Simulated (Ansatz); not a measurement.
# C₅H₄Cl₂F₄O₂Ti: up Jacob's ladder to CCSD(T)

One table from this session's results is given with a row withheld; the runs are named, their logs left out.

Method: functionals in def2-TZVPP, the program's frozen cores in correlated methods; program: Ansatz 0.2.0, Gaussian basis.

Plan: LDA (SPW92), PBE-D4, revPBE-D4, BLYP-D4, r2SCAN-D4, B97M-V, PBE0-D4, B3LYP-D4, r2SCANh-D4, r2SCAN0-D4, HSE06-D4, BHLYP-D4, CAM-B3LYP-D4, LC-ωPBE, ωB97X-V, ωB97M-V, B2PLYP, PBE-QIDH; CCSD(T)/def2-SVP; CCSD(T)/def2-TZVPP; MP2/def2-QZVPP; extrapolation to the limit; RPA on PBE.

## The relaxed structure

All runs share one geometry, relaxed beforehand with PBE0-D4 in a triple-zeta def2 set.

SMILES `CC1=CC(C(F)(F)F)=[O+][Ti-]([F])([Cl])([Cl])[O]1`, 18 atoms, charge 0, spin multiplicity 1.

Atoms are counted from 1 here; the program's logs count them from 0.

Bond lengths: C1–C2 1.486 Å, C1–H15 1.093 Å, C1–H16 1.088 Å, C1–H17 1.093 Å, C2–C3 1.382 Å, C2–O14 1.285 Å, C3–C4 1.394 Å, C3–H18 1.079 Å, C4–C5 1.539 Å, C4–O9 1.245 Å, C5–F6 1.336 Å, C5–F7 1.318 Å, C5–F8 1.336 Å, O9–Ti10 2.072 Å, Ti10–F11 1.743 Å, Ti10–Cl12 2.215 Å, Ti10–Cl13 2.189 Å, Ti10–O14 1.918 Å. Angles: C2–C1–H15 109.0°, C2–C1–H16 112.1°, C2–C1–H17 109.0°, H15–C1–H16 109.8°, H15–C1–H17 106.9°, H16–C1–H17 109.8°, C1–C2–C3 122.1°, C1–C2–O14 115.3°, C3–C2–O14 122.6°, C2–C3–C4 119.7°, C2–C3–H18 120.3°, C4–C3–H18 120.0°, C3–C4–C5 117.5°, C3–C4–O9 126.1°, C5–C4–O9 116.4°, C4–C5–F6 109.8°, C4–C5–F7 111.9°, C4–C5–F8 109.9° and more.

Geometry (Å):

```xyz
18
charge 0, multiplicity 1
C    -1.09009   -1.24851    2.15849
C    -0.38925   -0.64244    0.99617
C    -1.01055    0.25702    0.15068
C    -0.31626    0.77009   -0.94371
C    -1.06544    1.74720   -1.86774
F    -1.45607    2.81871   -1.17140
F    -0.31255    2.14720   -2.87252
F    -2.16060    1.16034   -2.35991
O     0.86042    0.50728   -1.25446
Ti    2.31490   -0.63061   -0.31524
F     2.56239   -1.29770   -1.90651
Cl    3.56836   -2.08362    0.79097
Cl    3.39681    1.22188    0.11922
O     0.82856   -1.01782    0.83352
H    -1.07841   -2.33630    2.05404
H    -2.11615   -0.89747    2.24648
H    -0.53758   -1.01125    3.07099
H    -2.03590    0.54731    0.32274
```

The first run:

Input file in.yaml:

```yaml
crystal:
  periodic: [false, false, false]
  atoms:
    - {symbol: C, position_ang: [-1.090092, -1.248514, 2.158495]}
    - {symbol: C, position_ang: [-0.389250, -0.642443, 0.996169]}
    - {symbol: C, position_ang: [-1.010547, 0.257020, 0.150679]}
    - {symbol: C, position_ang: [-0.316259, 0.770091, -0.943705]}
    - {symbol: C, position_ang: [-1.065444, 1.747205, -1.867740]}
    - {symbol: F, position_ang: [-1.456068, 2.818711, -1.171404]}
    - {symbol: F, position_ang: [-0.312546, 2.147201, -2.872520]}
    - {symbol: F, position_ang: [-2.160598, 1.160339, -2.359910]}
    - {symbol: O, position_ang: [0.860425, 0.507285, -1.254461]}
    - {symbol: Ti, position_ang: [2.314898, -0.630607, -0.315240]}
    - {symbol: F, position_ang: [2.562387, -1.297704, -1.906513]}
    - {symbol: Cl, position_ang: [3.568364, -2.083623, 0.790967]}
    - {symbol: Cl, position_ang: [3.396813, 1.221884, 0.119218]}
    - {symbol: O, position_ang: [0.828560, -1.017825, 0.833522]}
    - {symbol: H, position_ang: [-1.078410, -2.336301, 2.054038]}
    - {symbol: H, position_ang: [-2.116152, -0.897474, 2.246482]}
    - {symbol: H, position_ang: [-0.537584, -1.011252, 3.070987]}
    - {symbol: H, position_ang: [-2.035898, 0.547309, 0.322737]}
basis:
  gaussian: {orbitals: def2-TZVPP}
hamiltonian: {xc: lda}
output: {orbitals: {seedname: orbitals}}
```

Launch:

```bash
$ ansatz run in.yaml --threads 11 --pin off --events-out ev --progress --plain --max-ram 110592MiB --backend cuda --devices 0, --max-vram 75GiB
```

Among the steps run: LDA; PBE-D4 (GGA); revPBE-D4 (GGA); BLYP-D4 (GGA); r2SCAN-D4 (meta-GGA); B97M-V (meta-GGA); PBE0-D4 (hybrid); B3LYP-D4 (hybrid); r2SCANh-D4 (hybrid); r2SCAN0-D4 (hybrid); HSE06-D4 (hybrid); BHLYP-D4 (hybrid); CAM-B3LYP-D4 (range-separated); LC-ωPBE (range-separated); ωB97X-V (range-separated); ωB97M-V (range-separated); B2PLYP (double hybrid); PBE-QIDH (double hybrid).

One table of the session follows, with a row left open; its other results are not shown here.

```
  functional  HOMO (eV)  LUMO (eV)  gap (eV)
 LDA (SPW92)      -7.41      -4.46      2.95
      PBE-D4      -7.19      -4.20      2.99
   revPBE-D4      -7.11      -4.10      3.01
     BLYP-D4      -7.04      -4.08      2.96
   r2SCAN-D4      -7.48      -4.21      3.27
      B97M-V      -7.50      -4.21      3.29
     PBE0-D4      -8.38      -3.44      4.94
    B3LYP-D4      -8.17      -3.66      4.51
  r2SCANh-D4      -7.92      -3.90      4.01
  r2SCAN0-D4      -8.58      -3.43      5.15
    HSE06-D4      -7.99      -3.82      4.17
    BHLYP-D4          ?          ?         ?
CAM-B3LYP-D4      -9.66      -2.42      7.24
     LC-ωPBE     -10.93      -1.39      9.54
     ωB97X-V     -10.59      -1.37      9.22
     ωB97M-V     -10.49      -1.37      9.12
```

Q: Estimate the row for BHLYP-D4 from the others.

Worked estimate for «HOMO (eV)». Against the share of exact exchange, BLYP-D4 (0, -7.04), B3LYP-D4 (0.2, -8.17) give a slope of -5.65 per unit share; at 0.5 the line stands at -9.86.

As computed: HOMO (eV): -9.43; LUMO (eV): -2.47; gap (eV): 6.96. In «HOMO (eV)» the line misses by -0.43.
